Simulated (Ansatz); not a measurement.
The system is InAu3.

```
Au In
1.0
     3.16059    0.00000    0.00000
    -1.58029    2.73715    0.00000
     0.00000    0.00000    9.05757
Au In
3 1
Direct
  0.33333 0.66667 0.75160
  0.33333 0.66667 0.24840
  0.66667 0.33333 0.50000
  0.66667 0.33333 0.00000
```

The cell comes from a database or a generator and needn't be the stable form of this composition.

| Item | Value |
| --- | --- |
| Program | Ansatz 0.2.0 |
| Task | single point |
| Functional | PBEsol |
| Potentials or basis | all-electron LAPW, scalar-relativistic |
| Cutoff | 242 eV (chosen from the basis error) |
| Basis error allowed | 0.001 eV/atom |
| k mesh | 10 × 10 × 3 |
| Occupations | fermi-dirac, width 0.05 eV |
| Spin | no spin polarisation |

On this cell: pressure -7.3 GPa; largest force 0.196 eV/Å; band gap on the k mesh none (metal or under the smearing width).

The same run follows on a disturbed copy (atoms moved at random, drawn with an rms of 0.05 Å):

```
Au In
1.0
     3.16059    0.00000    0.00000
    -1.58029    2.73715    0.00000
     0.00000    0.00000    9.05757
Au In
3 1
Direct
  0.33221 0.67237 0.75019
  0.31082 0.65639 0.24206
  0.66662 0.33734 0.50751
  0.65508 0.33743 0.00299
```

What does the disturbed cell give?

The energy (extrapolated to zero smearing) moves by +12.8 meV/atom; pressure -6.8 GPa; largest force 0.728 eV/Å; band gap on the k mesh none (metal or under the smearing width).

Forces on the atoms (eV/Å):
```
Au  -0.009 -0.003  0.174
Au   0.022  0.045  0.726
Au  -0.018 -0.004 -0.502
In   0.005 -0.038 -0.398
```

Stress tensor (GPa, compression positive):
```
-6.23  0.09  0.02
 0.09 -6.40  0.04
 0.02  0.04 -7.66
```
